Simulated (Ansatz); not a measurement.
Run this with Ansatz's Python interface and show what comes out.

Script `run_energy.py`:
```python
# -*- coding: utf-8 -*-
"""Electronic structure of the CH5BN2 molecule."""

from pathlib import Path

import ansatz as az
import numpy as np

BASIS_SET = "cc-pVDZ"
FUNCTIONAL = "b3lyp"

geometry = (
    az.Crystal.molecule()
    .atom("C", (-1.7427, 0.1785, 0.3179))
    .atom("N", (-0.7204, -0.3583, -0.0965))
    .atom("B", (0.6147, 0.2789, 0.0488))
    .atom("N", (1.9611, -0.4416, -0.4347))
    .atom("H", (-2.7452, -0.2772, 0.153))
    .atom("H", (-1.7691, 1.2173, 0.7802))
    .atom("H", (0.7884, 1.342, 0.5732))
    .atom("H", (1.785, -0.6258, -1.4551))
    .atom("H", (1.9167, -1.3602, 0.0962))
)

calc = geometry.calculation().basis(gaussian=BASIS_SET).functional(FUNCTIONAL).forces().orbitals()
done = calc.run(threads=1, pin="off", runs_dir="out")
r = done.report

print("reference energy %16.6f eV" % r["reference_energy_ev"])
print("total energy     %16.6f eV" % r["free_energy_ev"])
print("occupied orbitals outside the frozen core (up, down):", r["n_occupied"], " frozen:", r["n_frozen"], " virtual:", r["n_virtual"])

field = r["mean_field"]
print("<S^2> =", round(abs(field["state"]["spin_squared"]), 4), " all-electron relativity setting:", field["relativity"])
print("passes:", field["passes"])
if "symmetry" in field:
    print("occupied orbitals by irrep:", field["symmetry"]["occupied"])

symbols = [site.symbol for site in geometry.cartesian_sites]
print("forces (eV/A)")
for symbol, f in zip(symbols, r["forces_ev_ang"]):
    print(f"  {symbol:2s} {f[0]:9.4f} {f[1]:9.4f} {f[2]:9.4f}")

charges = r["charge_distribution"]
dipole = np.array(charges["dipole_moment_e_ang"]) * 4.803205
print("dipole (D): {:.3f} {:.3f} {:.3f}, length {:.3f}".format(*dipole, np.linalg.norm(dipole)))
print("atom  Mulliken   Lowdin")
for symbol, m, l in zip(symbols, charges["mulliken_charges_e"], charges["lowdin_charges_e"]):
    print(f"{symbol:4s} {m:9.3f} {l:8.3f}")

lines = Path(r["orbitals_path"]).read_text().splitlines()
field_of = lambda key: [line.split("=")[1].strip() for line in lines if line.startswith(key)]
orbitals = [(27.211386 * float(e), s, float(n)) for e, s, n in zip(field_of("Ene="), field_of("Spin="), field_of("Occup="))]
homo = max(e for e, _, n in orbitals if n > 0.5)
lumo = min(e for e, _, n in orbitals if n < 0.5)
for e, spin, n in sorted(orbitals):
    if homo - 10 < e < lumo + 5:
        print(f"{spin:6s} {e:10.3f} eV  occupation {n:.0f}")
```

Running `python run_energy.py` prints:
```text
reference energy     -4774.408461 eV
total energy         -4774.408461 eV
occupied orbitals outside the frozen core (up, down): [15, 15]  frozen: 0  virtual: [66, 66]
<S^2> = 0.0  all-electron relativity setting: none
passes: {'evaluations': 15, 'products': 11}
occupied orbitals by irrep: [{'A': 15}, {'A': 15}]
forces (eV/A)
  C    -2.9764    2.5590    0.9433
  N     3.7272   -1.7335   -1.2314
  B     1.8753   -1.5188   -0.7038
  N    -2.7496    0.7358    0.8812
  H     0.1627   -0.0314    0.2197
  H    -0.0311   -0.5920   -0.0226
  H    -0.2727    0.3555    0.1247
  H     0.2001   -0.4914    0.9769
  H     0.0644    0.7166   -1.1881
dipole (D): -2.034 -0.059 0.155, length 2.041
atom  Mulliken   Lowdin
C        0.101   -0.013
N       -0.091    0.261
B        0.049   -0.413
N       -0.203    0.151
H        0.029   -0.003
H        0.006   -0.001
H       -0.081   -0.035
H        0.093    0.022
H        0.095    0.030
Alpha     -14.183 eV  occupation 2
Alpha     -12.461 eV  occupation 2
Alpha     -12.334 eV  occupation 2
Alpha     -11.808 eV  occupation 2
Alpha     -10.003 eV  occupation 2
Alpha      -9.332 eV  occupation 2
Alpha      -6.779 eV  occupation 2
Alpha      -6.724 eV  occupation 2
Alpha      -2.189 eV  occupation 0
Alpha       0.793 eV  occupation 0
Alpha       1.675 eV  occupation 0
Alpha       2.083 eV  occupation 0
```

Reading the output:
- Total energies depend on the basis set; only differences at equal settings carry meaning.
- The geometry is a force-field or estimated start, not a minimum of this method, and the basis set is short of its limit.
- The Löwdin charges here are taken after orthogonalising the functions within each atom; they differ from plain Löwdin charges, and their signs can be unphysical.
- Alpha marks a spatial orbital of a restricted run, filled by both spins.
- b3lyp holds the VWN-RPA fit, as in Gaussian; the form of ORCA and Turbomole is b3lyp5.
- Levels such as HOMO and LUMO are orbital energies: with these approximate functionals they aren't the ionisation energy and electron affinity, and their gap isn't the fundamental gap.
- Wall time of the script: 2.8 s on 1 thread of Arm Neoverse V1, with other jobs on the host, peak memory 0.2 GiB.
